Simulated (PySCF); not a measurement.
# C3H9Ga: the cost of one run

Programs: PySCF 2.14.0, with density-fitted response routines of our own. Each step states its level of theory. These are calculated values for one molecule in the gas phase, unless marked as measured. Atoms are numbered from 0 throughout.

1 further run of the same task is left out (for a known fault of the program).

## Step 1: The starting structure

13 atoms, charge 0, multiplicity 1; geometry from: PBE0-D3(BJ)/def2-SVP.

Bonds of the start (Å): C0–C1 1.52, C1–C2 1.53, C2–Ga3 1.98, C0–H4 1.10, C0–H5 1.10, C0–H6 1.10, C1–H7 1.10, C1–H8 1.10, C2–H9 1.10, C2–H10 1.11, Ga3–H11 1.58, Ga3–H12 1.58.

## Step 2: Nuclear shieldings: HF/pcSseg-2

Job settings and geometry (Å):

```
{"job": {"kind": "nmr", "xc": "HF", "basis": "pcSseg-2", "pop": false}, "charge": 0, "multiplicity": 1}
C     -1.350168     0.280046    -1.014408
C     -0.849230    -0.335003     0.283432
C      0.605197    -0.790916     0.202174
Ga     1.923846     0.650327    -0.102505
H     -0.760288     1.173574    -1.286021
H     -2.402186     0.595928    -0.942834
H     -1.272410    -0.433742    -1.850879
H     -0.963364     0.400098     1.099181
H     -1.500198    -1.185792     0.554009
H      0.734231    -1.567318    -0.572756
H      0.916426    -1.275498     1.147927
H      3.352459     0.336078    -0.690746
H      1.572148     2.135314     0.301705
```

With the program's defaults for keys left out, this is: GIAO HF/pcSseg-2 NMR shielding, non-relativistic, gas phase.

Launch:

```
OMP_NUM_THREADS=1 python probes_run.py task.json out
```

This one command runs all jobs of the session in turn.

**Question.** How long does this first job take on 1 thread of Arm Neoverse V1, shared host, and how much memory does it need?

About 25 s, with a peak of 1.2 GiB.
